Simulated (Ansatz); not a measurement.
**Ni: a slab and its surfaces, (100), 3 layers**

What do the surfaces of Ni (100), 3 layers cost, and how tightly do they hold an electron? Methods of the runs shown: PAW. Its runs: bulk cell relaxed (PAW); bulk in the slab's orientation (PAW); the reference run (PAW); atoms relaxed (PAW); field of 0.1 V/Å along the normal (PAW); no images along the normal (PAW).

Method: DFT, PBE, PAW with Ansatz's default frozen-core files, scalar-relativistic, in Ansatz 0.2.0.

### Step 1. Starting point

Symmetry: Fm-3m, No. 225, cubic system. Conventional cell: a = 3.519 Å, b = 3.519 Å, c = 3.519 Å, α = 90.00°, β = 90.00°, γ = 90.00°. Ni (site symmetry m-3m) has 12 Ni at 2.49 Å as nearest neighbours.

Structure file:

```
CELL_PARAMETERS angstrom
0.00000 1.75970 1.75970
1.75970 0.00000 1.75970
1.75970 1.75970 0.00000
ATOMIC_POSITIONS crystal
Ni 0.00000 0.00000 0.00000
```

### Step 2. Bulk cell relaxed, PAW

Contents of input.yaml:

```yaml
crystal:
  lattice:
    - [0.0, 1.7597012234, 1.7597012234]
    - [1.7597012234, 0.0, 1.7597012234]
    - [1.7597012234, 1.7597012234, 0.0]
  atoms:
    - { symbol: Ni, position: [0.0, 0.0, 0.0], spin: 1.0 }
magnetization:
  spin_polarized: true
kpoints:
  mp_grid: { grid: [21, 21, 21] }
scf:
  occupations: { method: fermi_dirac, width: 0.1 }
hamiltonian:
  xc: pbe
  pseudopotentials: { kind: paw }
output:
  forces: true
  stress: true
relax:
  f_tol: 0.005
  max_steps: 40
  cell: {}
```

Run with:

```console
> ansatz run input.yaml --threads 2 --pin off --max-ram 6144MiB --backend cpu --events-out ev --progress --plain --runs-dir out
```

The runs that follow: Bulk in the slab's orientation, PAW; Slab as cut, PAW; Atoms relaxed, PAW; Field of 0.1 V/Å along the normal, PAW; No images along the normal, PAW.

Before running it: what results should come out? Wanted: surface energy; work function; outer layer spacing.

**Answer**, as computed:

```
                     quantity          value
surface energy (PAW, relaxed)      2.25 J/m²
 work function (PAW, relaxed)        4.89 eV
    outer layer spacing (PAW)  1.76 → 1.71 Å
```

**Reading.** By PAW the surface costs 2.27 J/m² as cut and 2.25 J/m² relaxed. The outermost spacing changes by -3.0 % (PAW). The field of 0.1 V/Å along the normal induces a dipole of 0.023 e·Å per cell (PAW). Thickness wasn't converged, and no reconstruction was sought. Other magnetic orders may lie lower; this is the state that the run reached.
